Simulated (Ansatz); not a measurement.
# Sb: response to strain

Sb is deformed so: zz strain of +2 %. What stress and forces result, by LAPW, PAW and all-electron datasets made for the crystal?

Computed with Ansatz 0.2.0 (DFT PBEsol, scalar-relativistic, unless a step's input says otherwise).

## Step 1: Starting point

It takes space group R-3m (No. 166, trigonal). The conventional cell has a = 4.301 Å, b = 4.301 Å, c = 11.232 Å, α = 90.00°, β = 90.00°, γ = 120.00°. Around Sb (site symmetry 3m) lie 3 Sb at 2.90 Å.

Structure file:

```cif
data_structure
_symmetry_space_group_name_H-M 'P 1'
_symmetry_Int_Tables_number 1
_cell_length_a 4.4927
_cell_length_b 4.4927
_cell_length_c 4.4927
_cell_angle_alpha 57.200
_cell_angle_beta 57.200
_cell_angle_gamma 57.200
_cell_volume 59.99
loop_
_atom_site_label
_atom_site_type_symbol
_atom_site_fract_x
_atom_site_fract_y
_atom_site_fract_z
_atom_site_occupancy
Sb1 Sb 0.23364 0.23364 0.23364 1
Sb2 Sb 0.76636 0.76636 0.76636 1
```

Atoms are numbered in the order of the input: Sb1, Sb2.

## Step 2: The deformed structure

Space group R-3m before, R-3m after.

## Step 3: LAPW, all electrons

Contents of input.yaml:

```yaml
crystal:
  lattice:
    - [2.150600332, 1.2416496806, 3.81888]
    - [-2.150600332, 1.2416496806, 3.81888]
    - [0.0, -2.4832993611, 3.81888]
  atoms:
    - { symbol: Sb, position: [0.23364, 0.23364, 0.23364] }
    - { symbol: Sb, position: [0.76636, 0.76636, 0.76636] }
kpoints:
  mp_grid: { grid: [9, 9, 9] }
  band_path:
    path:
      - [0.0, 0.0, 0.0]
      - [0.5, 0.5, 0.5]
      - [0.7628583666, 0.2371416334, 0.5]
      - [0.5, -0.2371416334, 0.2371416334]
      - [0.5, 0.0, 0.0]
      - [0.0, 0.0, 0.0]
      - [0.3685708167, -0.3685708167, 0.0]
      - [0.6314291833, 0.0, 0.3685708167]
      - [0.5, 0.0, 0.5]
    npoints: 5
scf:
  occupations: { method: fermi_dirac, width: 0.05 }
hamiltonian:
  xc: pbesol
  pseudopotentials: { kind: all_electron, lapw: { basis_error: 0.0005 } }
output:
  forces: true
  stress: true
  eigenvalues: true
```

Launch:

```sh
> ansatz run input.yaml --threads 1 --pin off --max-ram 3072MiB --backend cpu --events-out ev --progress --plain --runs-dir out
```

## Step 4: PAW on the default files

Contents of input.yaml:

```yaml
crystal:
  lattice:
    - [2.150600332, 1.2416496806, 3.81888]
    - [-2.150600332, 1.2416496806, 3.81888]
    - [0.0, -2.4832993611, 3.81888]
  atoms:
    - { symbol: Sb, position: [0.23364, 0.23364, 0.23364] }
    - { symbol: Sb, position: [0.76636, 0.76636, 0.76636] }
kpoints:
  mp_grid: { grid: [9, 9, 9] }
scf:
  occupations: { method: fermi_dirac, width: 0.05 }
hamiltonian:
  xc: pbesol
  pseudopotentials: { kind: paw }
output:
  forces: true
  stress: true
  eigenvalues: true
  efg: { contact_densities: true }
  write_density: true
  write_potential: true
  elf: true
  volumetric_format: npy
```

## Step 5: Datasets made for this crystal

input.yaml: that of step 4 with these lines changed.

```diff
@@ -14,3 +14,3 @@
   xc: pbesol
-  pseudopotentials: { kind: paw }
+  pseudopotentials: { kind: all_electron, datasets: crystal }
 output:
@@ -20,5 +20 @@
   efg: { contact_densities: true }
-  write_density: true
-  write_potential: true
-  elf: true
-  volumetric_format: npy
```

(Steps that only read results are left out.)

Q: Predict the outcome of this session. Wanted: pressure; largest shear or deviatoric stress.

**Answer**, as computed:

```
                                 quantity                                              value
                                 pressure  LAPW -0.57, PAW -0.58, crystal datasets -0.57 GPa
largest shear or deviatoric stress (LAPW)                                           0.71 GPa
```

**Reading.** The largest part of the stress beyond the pressure is 0.71 GPa in size, in the zz component; the atoms are carried along and not relaxed. No run of the undeformed cell stands beside it, so the pressure holds what the given cell had before the change. PAW: stress within 0.01 GPa of LAPW. Crystal datasets: stress within 0.01 GPa of LAPW. Spin-orbit coupling is left out, though the cell holds Sb; in elements this heavy it can shift bands and gaps by tenths of an eV.
